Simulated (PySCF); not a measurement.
# C2H9B3: a look at the electrons

Aim: take C2H9B3 and localise its valence orbitals and analyse its density (charges, bond critical points, surface potential).

Program: PySCF 2.14.0. Level of theory: levels as typed in each script, gas phase, geometry from GFN2-xTB. These are calculated values, not measurements.

**1. The system as given**

SMILES `BC(B)BC`, 14 atoms, charge 0, spin multiplicity 1.

Bond lengths: B1–C2 1.559 Å, B1–H6 1.168 Å, B1–H7 1.171 Å, C2–B3 1.561 Å, C2–B4 1.572 Å, C2–H8 1.090 Å, B3–H9 1.168 Å, B3–H10 1.171 Å, B4–C5 1.577 Å, B4–H11 1.170 Å, C5–H12 1.087 Å, C5–H13 1.091 Å, C5–H14 1.089 Å. Angles: C2–B1–H6 121.7°, C2–B1–H7 118.8°, H6–B1–H7 119.4°, B1–C2–B3 105.9°, B1–C2–B4 105.8°, B1–C2–H8 113.0°, B3–C2–B4 105.8°, B3–C2–H8 113.0°, B4–C2–H8 112.7°, C2–B3–H9 121.7°, C2–B3–H10 118.9°, H9–B3–H10 119.4°, C2–B4–C5 117.9°, C2–B4–H11 121.1°, C5–B4–H11 120.9°, B4–C5–H12 113.9°, B4–C5–H13 110.8°, B4–C5–H14 111.0° and more.

As a file:

```mol
C2H9B3
  3D, bonds by distance, orders not assigned

 14 13  0  0  0  0  0  0  0  0999 V2000
    1.3952   -1.2447   -0.0216 B   0  0
    0.5506   -0.0005    0.3913 C   0  0
    1.3942    1.2456   -0.0218 B   0  0
   -0.7040   -0.0006   -0.5558 B   0  0
   -2.1330    0.0009    0.1108 C   0  0
    1.7599   -1.4031   -1.1202 H   0  0
    1.6647   -2.0406    0.7943 H   0  0
    0.2795   -0.0005    1.4470 H   0  0
    1.7588    1.4041   -1.1204 H   0  0
    1.6632    2.0418    0.7940 H   0  0
   -0.5836   -0.0010   -1.7199 H   0  0
   -2.9522   -0.0025   -0.6043 H   0  0
   -2.2612   -0.8696    0.7564 H   0  0
   -2.2619    0.8679    0.7563 H   0  0
  1  2  8  0
  2  3  8  0
  2  4  8  0
  4  5  8  0
  1  6  8  0
  1  7  8  0
  2  8  8  0
  3  9  8  0
  3 10  8  0
  4 11  8  0
  5 12  8  0
  5 13  8  0
  5 14  8  0
M  END
```

**2. Localised orbitals (PBE0/6-31+g*)**

Input file input.py:

```python
import numpy as np
from pyscf import gto, scf, dft, lo
from pyscf.data.elements import chemcore

def solve(mol, dm0=None, hcore=None):
    mf = (dft.UKS if mol.spin else dft.RKS)(mol, xc='pbe0')
    mf.grids.level = 3
    mf = mf.density_fit(auxbasis='def2-universal-jkfit')
    mf.conv_tol, mf.max_cycle = 1e-8, 80
    if hcore is not None:
        mf.get_hcore = lambda *args: hcore
    mf.kernel(dm0)
    if not mf.converged:
        mf = mf.newton().run(mf.mo_coeff, mf.mo_occ, max_cycle=30)
    assert mf.converged, 'SCF not converged'
    return mf

mol = gto.M(atom='''
B      1.39517    -1.24472    -0.02163
C      0.55056    -0.00051     0.39134
B      1.39425     1.24560    -0.02180
B     -0.70398    -0.00061    -0.55578
C     -2.13298     0.00087     0.11081
H      1.75986    -1.40307    -1.12024
H      1.66472    -2.04064     0.79430
H      0.27953    -0.00051     1.44700
H      1.75882     1.40407    -1.12044
H      1.66321     2.04183     0.79401
H     -0.58357    -0.00103    -1.71991
H     -2.95218    -0.00249    -0.60434
H     -2.26123    -0.86957     0.75643
H     -2.26187     0.86786     0.75631
''', basis='6-31+g*', charge=0, spin=0, verbose=4)
mf = solve(mol)
occ_all = mf.mo_coeff[:, mf.mo_occ > 0]
occ = occ_all[:, chemcore(mol):]
pm = lo.PM(mol, occ, pop_method='meta_lowdin')
loc = pm.kernel()
for _ in range(5):
    new, stable = pm.stability_jacobi(return_status=True)
    if stable:
        break
    loc = pm.kernel(new)
fock, s = mf.get_fock(), mf.get_ovlp()
ortho = lo.orth_ao(mol, 'meta_lowdin')
labels = mol.ao_labels(fmt=None)
vir = loc[:, :0]
both = np.hstack([loc, vir])
p = (ortho.T @ s @ both) ** 2
pop = np.array([p[[l[0] == a for l in labels]].sum(0) for a in range(mol.natm)])
spd = np.array([[p[[l[0] == a and l[2][-1] == k for l in labels]].sum(0) for k in 'spd'] for a in range(mol.natm)])
eps = np.einsum('pi,pq,qi->i', both, fock, both)
for i in np.argsort(eps):
    top = np.argsort(-pop[:, i])[:3]
    print('%3d %s %9.4f Eh ' % (i + 1, 'occ' if i < loc.shape[1] else 'vir', eps[i]), '  '.join('%s%d %.3f' % (mol.atom_symbol(a), a + 1, pop[a, i]) for a in top))
np.savez('result.npz', c=both, nocc=loc.shape[1], pop=pop, spd=spd, eps=eps, e=mf.e_tot)
```

On the command line:

```
> OMP_NUM_THREADS=1 python input.py
```

**4. Density, bond paths and surface potential (PBE/aug-cc-pvdz)**

Input file input.py:

```python
import numpy as np
from pyscf import gto, scf, dft
from pyscf.scf import atom_ks, atom_hf
from scipy.linalg import block_diag

def solve(mol, dm0=None, hcore=None):
    mf = (dft.UKS if mol.spin else dft.RKS)(mol, xc='pbe')
    mf.grids.level = 3
    mf = mf.density_fit(auxbasis='def2-universal-jkfit')
    mf.conv_tol, mf.max_cycle = 1e-8, 80
    if hcore is not None:
        mf.get_hcore = lambda *args: hcore
    mf.kernel(dm0)
    if not mf.converged:
        mf = mf.newton().run(mf.mo_coeff, mf.mo_occ, max_cycle=30)
    assert mf.converged, 'SCF not converged'
    return mf

mol = gto.M(atom='''
B      1.39517    -1.24472    -0.02163
C      0.55056    -0.00051     0.39134
B      1.39425     1.24560    -0.02180
B     -0.70398    -0.00061    -0.55578
C     -2.13298     0.00087     0.11081
H      1.75986    -1.40307    -1.12024
H      1.66472    -2.04064     0.79430
H      0.27953    -0.00051     1.44700
H      1.75882     1.40407    -1.12044
H      1.66321     2.04183     0.79401
H     -0.58357    -0.00103    -1.71991
H     -2.95218    -0.00249    -0.60434
H     -2.26123    -0.86957     0.75643
H     -2.26187     0.86786     0.75631
''', basis='aug-cc-pvdz', charge=0, spin=0, verbose=4)
mf = solve(mol)
mf.analyze()
# spherically averaged free atoms, for the promolecule
atm = atom_ks.get_atm_nrks(mol, xc='pbe')
pro = block_diag(*[(atm[a[0]][2] * atm[a[0]][3]) @ atm[a[0]][2].T for a in mol._atom])
np.savez('result.npz', e=mf.e_tot, c=mf.mo_coeff, occ=mf.mo_occ, eps=mf.mo_energy, pro=pro, dip=mf.dip_moment(verbose=0), s2=mf.spin_square()[0])
```

(Steps that only read results are left out.)

What does the calculation give? Wanted: dipole moment; HOMO, LUMO.

**Answer**, as computed:

```
                                               quantity            value
localised occupied orbitals above −45 eV (PBE0/6-31+g*)               13
                        dipole moment (PBE/aug-cc-pvdz)           1.13 D
                           HOMO, LUMO (PBE/aug-cc-pvdz)  -7.58, -2.74 eV
```

In words: At PBE/aug-cc-pvdz: The highest Hirshfeld charge is on B4 (+0.17 e), the lowest on C2 (−0.19 e). All values hold at the given geometry, in the gas phase.
